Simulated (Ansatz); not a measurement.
**C2H7ClSi2: up Jacob's ladder to CCSD(T)**

How much do the methods differ for C2H7ClSi2? The plan is to run it at one geometry with functionals of several rungs and with coupled cluster, and see how far each lands from CCSD(T) at the basis-set limit for the atomisation energy.

Computed with Ansatz 0.2.0, Gaussian basis. Level: functionals in def2-TZVPP, the program's frozen cores in correlated methods.

Plan: PBE-D4, r2SCAN-D4, PBE0-D4, B3LYP-D4, ωB97X-V, ωB97M-V, B2PLYP; CCSD(T)/def2-TZVPP; MP2/def2-QZVPP; extrapolation to the limit.

**1. The relaxed structure**

An earlier PBE0-D4 in a triple-zeta def2 set relaxation fixed the geometry.

SMILES `C=C[SiH2][SiH2]Cl`, 12 atoms, charge 0, spin multiplicity 1.

Atoms are counted from 1 here; the program's logs count them from 0.

Bond lengths: C1–C2 1.330 Å, C1–H6 1.086 Å, C1–H7 1.086 Å, C2–Si3 1.858 Å, C2–H8 1.089 Å, Si3–Si4 2.343 Å, Si3–H9 1.491 Å, Si3–H10 1.488 Å, Si4–Cl5 2.066 Å, Si4–H11 1.486 Å, Si4–H12 1.486 Å. Angles: C2–C1–H6 121.8°, C2–C1–H7 122.0°, H6–C1–H7 116.1°, C1–C2–Si3 123.1°, C1–C2–H8 118.3°, Si3–C2–H8 118.5°, C2–Si3–Si4 109.8°, C2–Si3–H9 111.3°, C2–Si3–H10 109.6°, Si4–Si3–H9 107.9°, Si4–Si3–H10 108.7°, H9–Si3–H10 109.4°, Si3–Si4–Cl5 108.4°, Si3–Si4–H11 111.9°, Si3–Si4–H12 112.7°, Cl5–Si4–H11 107.4°, Cl5–Si4–H12 107.6°, H11–Si4–H12 108.5°.

**2. PBE-D4 (GGA)**

File in.yaml:

```yaml
crystal:
  periodic: [false, false, false]
  atoms:
    - {symbol: C, position_ang: [-0.509279, 1.931891, 1.145981]}
    - {symbol: C, position_ang: [-0.550350, 0.602343, 1.142263]}
    - {symbol: Si, position_ang: [0.787419, -0.452499, 0.400832]}
    - {symbol: Si, position_ang: [0.008549, -1.456500, -1.567380]}
    - {symbol: Cl, position_ang: [-0.511642, 0.036534, -2.897658]}
    - {symbol: H, position_ang: [0.334106, 2.480117, 0.736059]}
    - {symbol: H, position_ang: [-1.315355, 2.532272, 1.558271]}
    - {symbol: H, position_ang: [-1.426052, 0.111478, 1.564084]}
    - {symbol: H, position_ang: [1.202229, -1.536614, 1.336365]}
    - {symbol: H, position_ang: [1.966377, 0.393330, 0.071410]}
    - {symbol: H, position_ang: [-1.204093, -2.281716, -1.327553]}
    - {symbol: H, position_ang: [1.036090, -2.305834, -2.223475]}
basis:
  gaussian: {orbitals: def2-TZVPP}
hamiltonian: {xc: pbe, dispersion: d4}
output: {forces: true, orbitals: {seedname: orbitals}}
```

After this run come: r2SCAN-D4 (meta-GGA); PBE0-D4 (hybrid); B3LYP-D4 (hybrid); ωB97X-V (range-separated); ωB97M-V (range-separated); B2PLYP (double hybrid); CCSD(T) in def2-TZVPP; MP2 in def2-QZVPP.

**Question.** What will the summary of the whole plan be? Wanted: atomisation energy, CCSD(T)/CBS; farthest; mean size of error, hybrid; mean size of error, range-separated; gap, smallest and largest; T1 diagnostic; triples share of the correlation energy.

The runs gave:

```
                               quantity                                           value
        atomisation energy, CCSD(T)/CBS                                   4182.6 kJ/mol
 functionals within 20.9 kJ/mol (0.5 %)  r2SCAN-D4, PBE0-D4, B3LYP-D4, ωB97X-V, ωB97M-V
                               farthest                           B2PLYP (-59.2 kJ/mol)
             mean size of error, hybrid                                      6.2 kJ/mol
    mean size of error, range-separated                                     12.0 kJ/mol
              gap, smallest and largest            4.81 eV (PBE-D4), 11.27 eV (ωB97X-V)
                          T1 diagnostic                                          0.0115
triples share of the correlation energy                                           4.1 %
```

In words: PBE-D4 misses by +30.1 kJ/mol. Double hybrids carry the basis error of their MP2 part in triple zeta, and no dispersion term here, so their miss is partly the set-up's. The reference freezes the cores and leaves out relativity and excitations past (T), so misses under about 20.9 kJ/mol can't be ranked. Hartree-Fock recovers 76 % of the binding; the rest is correlation. Orbital gaps span 4.8 to 11.3 eV; exact exchange widens them.
